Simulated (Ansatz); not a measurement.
**ZrOs: response to strain**

Aim: deform ZrOs (equal xx and yy strain of -1 %) and compute stress, forces and field gradients with LAPW, PAW and all-electron datasets made for the crystal.

Computed with Ansatz 0.2.0 (DFT LDA, scalar-relativistic, unless a step's input says otherwise).

### Step 1. The structure to begin with

The structure is cubic, space group Pm-3m (No. 221). The conventional cell has a = 3.263 Å, b = 3.263 Å, c = 3.263 Å, α = 90.00°, β = 90.00°, γ = 90.00°. Zr (site symmetry m-3m) has 8 Os at 2.83 Å as nearest neighbours. Os (site symmetry m-3m) is surrounded by 8 Zr at 2.83 Å.

Structure file:

```
CELL_PARAMETERS angstrom
3.26300 0.00000 0.00000
0.00000 3.26300 0.00000
0.00000 0.00000 3.26300
ATOMIC_POSITIONS crystal
Zr 0.50000 0.50000 0.50000
Os 0.00000 0.00000 0.00000
```

Atoms are numbered in the order of the input: Zr1, Os2.

### Step 2. The deformed structure

Space group Pm-3m before, P4/mmm after.

### Step 3. LAPW, all electrons

File input.yaml:

```yaml
crystal:
  lattice:
    - [3.23037, 0.0, 0.0]
    - [0.0, 3.23037, 0.0]
    - [0.0, 0.0, 3.263]
  atoms:
    - { symbol: Zr, position: [0.5, 0.5, 0.5] }
    - { symbol: Os, position: [0.0, 0.0, 0.0] }
kpoints:
  mp_grid: { grid: [13, 13, 13] }
  band_path:
    path:
      - [0.0, 0.0, 0.0]
      - [0.0, 0.5, 0.0]
      - [0.5, 0.5, 0.0]
      - [0.0, 0.0, 0.0]
      - [0.0, 0.0, 0.5]
      - [0.0, 0.5, 0.5]
      - [0.5, 0.5, 0.5]
      - [0.0, 0.0, 0.5]
      - [0.0, 0.5, 0.0]
    npoints: 5
scf:
  occupations: { method: fermi_dirac, width: 0.03 }
hamiltonian:
  xc: lda
  pseudopotentials: { kind: all_electron, lapw: { basis_error: 0.00025 } }
output:
  forces: true
  stress: true
  eigenvalues: true
```

Started as:

```console
ansatz run input.yaml --threads 1 --pin off --max-ram 3072MiB --backend cpu --events-out ev --progress --plain --runs-dir out
```

### Step 4. PAW with frozen cores

File input.yaml:

```yaml
crystal:
  lattice:
    - [3.23037, 0.0, 0.0]
    - [0.0, 3.23037, 0.0]
    - [0.0, 0.0, 3.263]
  atoms:
    - { symbol: Zr, position: [0.5, 0.5, 0.5] }
    - { symbol: Os, position: [0.0, 0.0, 0.0] }
kpoints:
  mp_grid: { grid: [13, 13, 13] }
scf:
  occupations: { method: fermi_dirac, width: 0.03 }
hamiltonian:
  xc: lda
  pseudopotentials: { kind: paw }
output:
  forces: true
  stress: true
  eigenvalues: true
  efg: { contact_densities: true }
```

### Step 5. Datasets made for this crystal

Edit input.yaml of step 4 so:

```diff
@@ -14,3 +14,3 @@
   xc: lda
-  pseudopotentials: { kind: paw }
+  pseudopotentials: { kind: all_electron, datasets: crystal }
 output:
```

(Steps that only read results are left out.)

Q: Predict the outcome of this session. Wanted: pressure; largest shear or deviatoric stress.

**Answer**, as computed:

| quantity | value |
| --- | --- |
| pressure | LAPW -3.18, PAW -3.20, crystal datasets -3.17 GPa |
| largest shear or deviatoric stress (LAPW) | 1.24 GPa |

In words: The largest part of the stress beyond the pressure is 1.24 GPa in size, in the zz component; the atoms are carried along and not relaxed. No run of the undeformed cell stands beside it, so the pressure holds what the given cell had before the change. PAW: stress within 0.02 GPa of LAPW. Crystal datasets: stress within 0.01 GPa of LAPW. Spin-orbit coupling is left out, though the cell holds Os; in elements this heavy it can shift bands and gaps by tenths of an eV.
